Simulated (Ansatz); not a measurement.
Geometry optimisation, DFT PBE-D3(BJ), scalar-relativistic, plane waves, PAW (Ansatz).

Input file:

```yaml
crystal:
  lattice:
    - [-4.179, -4.179, 0.0]
    - [4.179, -4.179, 0.0]
    - [0.0, 0.0, 5.3298]
  atoms:
    - { symbol: Si, position: [0.5, 0.5, 0.0] }
    - { symbol: O, position: [0.1938, 0.5, 0.0] }
    - { symbol: O, position: [0.0, 0.1938, 0.25] }
    - { symbol: O, position: [0.8062, 0.5, 0.0] }
    - { symbol: O, position: [0.0, 0.8062, 0.25] }
    - { symbol: Si, position: [0.5, 0.5, 0.5] }
    - { symbol: Si, position: [0.0, 0.5, 1.25] }
    - { symbol: O, position: [0.1938, 0.5, 0.5] }
    - { symbol: O, position: [0.0, 0.1938, 0.75] }
    - { symbol: O, position: [0.8062, 0.5, 0.5] }
    - { symbol: O, position: [0.0, 0.8062, 0.75] }
    - { symbol: Si, position: [0.0, 0.0, 0.0] }
    - { symbol: Si, position: [0.5, 0.0, 0.25] }
    - { symbol: O, position: [0.6938, 0.0, 0.0] }
    - { symbol: O, position: [0.5, 0.6938, 0.25] }
    - { symbol: O, position: [0.3062, 0.0, 0.0] }
    - { symbol: O, position: [0.5, 0.3062, 0.25] }
    - { symbol: Si, position: [0.0, 0.0, 0.5] }
    - { symbol: Si, position: [0.5, 0.0, 0.75] }
    - { symbol: O, position: [0.6938, 0.0, 0.5] }
    - { symbol: O, position: [0.5, 0.6938, 0.75] }
    - { symbol: O, position: [0.3062, 0.0, 0.5] }
    - { symbol: O, position: [0.5, 0.3062, 0.75] }
basis:
  ecutwfc: 420.0
kpoints:
  mp_grid: { grid: [2, 2, 3] }
hamiltonian:
  xc: pbe
  dispersion: d3bj
  pseudopotentials: { kind: paw, azcp: { folder: soft_1 } }
scf:
  occupations: { method: gaussian, width: 0.02 }
  lower_state_search: "off"
relax:
  f_tol: 0.03
  max_steps: 60
  adjacent_minimum: "off"
```

Command:

```bash
$ ansatz run input.yaml --threads 2 --pin off --max-ram 5120MiB --backend cpu --events-out ev --progress --plain --runs-dir out
```

Task: Where does it end, and by what steps?

Result: The run converged. Limits of this set-up: coarse k mesh, no spin, though dangling bonds at a vacancy may carry it, a small cell, in which the defect meets its images. After 4 steps the energy has fallen by 0.503 eV; O2 moved furthest, 0.12 Å.

```tsv
step	energy less start (eV)	largest force component (eV/Å)	accepted
0	0.0000	1.027	yes
1	-0.2953	0.667	yes
2	-0.4882	0.342	yes
3	-0.5025	0.074	yes
4	-0.5032	0.013	yes
```

```xyz
23
Lattice="-4.1790 -4.1790 0.0000 4.1790 -4.1790 0.0000 0.0000 0.0000 5.3298" Properties=species:S:1:pos:R:3
Si 0.000 -4.179 -0.010
O 1.227 -2.952 0.087
O 0.809 -0.809 1.332
O -1.227 -5.406 0.087
O 3.370 -3.370 1.332
Si 0.000 -4.179 2.674
Si 2.090 -2.090 6.662
O 1.227 -2.952 2.578
O 0.773 -0.773 3.997
O -1.227 -5.406 2.578
O 3.406 -3.406 3.997
Si 0.000 0.000 0.001
Si -2.090 -2.090 1.332
O -2.899 -2.899 0.007
O 0.832 -5.011 1.332
O -1.280 -1.280 0.007
O -0.832 -3.347 1.332
Si 0.000 0.000 2.664
Si -2.090 -2.090 3.997
O -2.899 -2.899 2.658
O 0.819 -4.998 3.997
O -1.280 -1.280 2.658
O -0.819 -3.360 3.997
```

Whether the end is a true minimum wasn't checked by a vibrational analysis.

Run time: 16 s on 2 threads of Arm Neoverse V2 (shared host), peak memory 0.5 GiB.
